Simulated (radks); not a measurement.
# Si with its nuclear charge varied continuously

One table from this session's results is given with a row withheld; the runs are named, their logs left out.

Program: radks (a radial shooting solver on a logarithmic mesh, Libxc functionals) version 1. Level of theory: Dirac Kohn-Sham, PBE, spin-unpolarised, spherical densities, point nucleus; open shells fill j = l - 1/2 first. These are calculated values, not measurements, unless marked.

## The atom as given

| Quantity | Value |
| --- | --- |
| element | silicon (Z = 14) |
| charge | 0 |
| electrons | 14 |
| configuration | [Ne] 3s2 3p2 |

Set-up of the first run:

The run's settings:

```text
Z 14
configuration [Ne] 3s2 3p2
relativity Dirac
functional pbe,pbe
spin unpolarised
j_filling energy
nucleus point
c 137.035999084
```

Steps of the session up to this table: Z = 14.

One table of the session follows, with a row left open; its other results are not shown here.

It belongs to the step «Z = 14». From the orbitals of this run (lengths in bohr):

```
level     <r>  outermost maximum (interpolated)  90 % within  nodes
1s1/2  0.1113                            0.0726        0.199      0
2s1/2  0.5679                             0.455        0.895      1
2p1/2  0.5361                             0.387        0.901      0
2p3/2  0.5383                             0.388        0.905      0
3s1/2   2.164                              1.79         3.30      2
3p1/2       ?                                 ?            ?      ?
3p3/2   2.800                              2.16         4.46      1
```

Q: Estimate the row for 3p1/2 from the others.

**Answer.** <r>: 2.791; outermost maximum (interpolated): 2.15; 90 % within: 4.45; nodes: 1. In the column «<r>» it lies between 3s1/2 (2.164) and 3p3/2 (2.800).
